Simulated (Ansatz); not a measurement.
## Sr, space group Fm-3m: a search for the barrier of an atomic hop, step by step

Program: Ansatz 0.2.0, Python API.

Notebook, run cell by cell (the value of a cell's last expression is shown):

In [1]:
```python
import json
import warnings

import ansatz as az
import matplotlib.pyplot as plt
import numpy as np
```

In [2]:
```python
warnings.simplefilter("ignore", az.DeckWarning)
```

In [3]:
```python
vectors = np.array([
    [0.0, 3.04235, 3.04235],
    [3.04235, 0.0, 3.04235],
    [3.04235, 3.04235, 0.0],
])
system = az.Lattice.of(vectors).atom("Sr", [0.0, 0.0, 0.0])
start = system.supercell(2).vacancy("Sr", at=[0.0, 0.0, 0.0]).resolved()
empty = np.array([0.0, 0.0, 0.0])
# the nearest atom of the same element hops into the empty site
cell = np.array(start.lattice.vectors)
apart = np.array([site.position for site in start.sites]) - empty
apart -= np.round(apart)
distance = [np.linalg.norm(d @ cell) if site.symbol == "Sr" else np.inf for d, site in zip(apart, start.sites)]
hopper = int(np.argmin(distance))
end = start.move(hopper, to=np.array(start.sites[hopper].position) - apart[hopper])
print(f"atom {hopper} (Sr) hops {distance[hopper]:.3f} A")

base = (
    start.calculation()
    .kpoints(mesh=(2, 2, 2))
    .functional(az.Functional.PBE)
    .occupations("gaussian", width=0.1)
    .neb(to=end, images=3, force_tolerance=0.05, max_iterations=30, relax_end_points=True, spring=2.0)
)
outcome = base.run(threads=1, events_out="events.ndjson")
with open("events.ndjson") as stream:
    events = [json.loads(line) for line in stream]
steps = [e["data"] for e in events if e["event"] == "neb_iteration"]
summary = outcome.report
```
```text
atom 0 (Sr) hops 4.303 A
```

In [4]:
```python
summary["kweights"]
```
Out [4]:
```text
[0.125, 0.125, 0.125, 0.125, 0.125, 0.125, 0.125, 0.125]
```

In [5]:
```python
summary["kpoints_frac"][:4]
```
Out [5]:
```text
[[0.0, 0.0, 0.0], [0.0, 0.0, -0.5], [0.0, -0.5, 0.0], [0.0, -0.5, -0.5]]
```

In [6]:
```python
summary["n_electrons"]
```
Out [6]:
```text
70.0
```

In [7]:
```python
print(len(steps), "rounds; largest force on the band at the end", round(steps[-1]["band_force_max_ev_ang"], 4), "eV/A")
band = outcome.neb_path()
energy = np.array([image.lagrangian_ev for image in band.images])
```
```text
5 rounds; largest force on the band at the end 0.0182 eV/A
```

In [8]:
```python
print("image  path (A)  dE (eV)")
for number, image in enumerate(band.images):
    mark = "  <- climbing" if number == band.climbing_image else ""
    print(f"{number:4d} {image.path_coordinate_ang:9.3f} {image.lagrangian_ev - energy[0]:9.4f}{mark}")
print(f"barrier forwards {energy.max() - energy[0]:.3f} eV, backwards {energy.max() - energy[-1]:.3f} eV")
plt.figure(figsize=(4.5, 3))
plt.plot([image.path_coordinate_ang for image in band.images], energy - energy[0], "o-")
plt.xlabel("path (A)")
plt.ylabel("energy (eV)")
plt.tight_layout()
plt.savefig("neb.png", dpi=100)
```
```text
image  path (A)  dE (eV)
   0     0.000    0.0000
   1     1.158    0.0170
   2     2.315    0.1034  <- climbing
   3     3.473    0.0170
   4     4.631    0.0000
barrier forwards 0.103 eV, backwards 0.103 eV
```

What to keep in mind:
- For a metal this k-point mesh is coarse: on a finer one energies can move by several to tens of meV an atom and pressures by half a GPa or more, differences at one mesh by less.
- Levels are Kohn-Sham eigenvalues on this mesh, without spin-orbit coupling.
- The cell is small and the mesh coarse, so the barrier is a rough value for a high concentration of the moving defect.
- Run time: 6.3 min on 1 thread of Arm Neoverse V1 (shared host), peak memory 0.94 GiB.
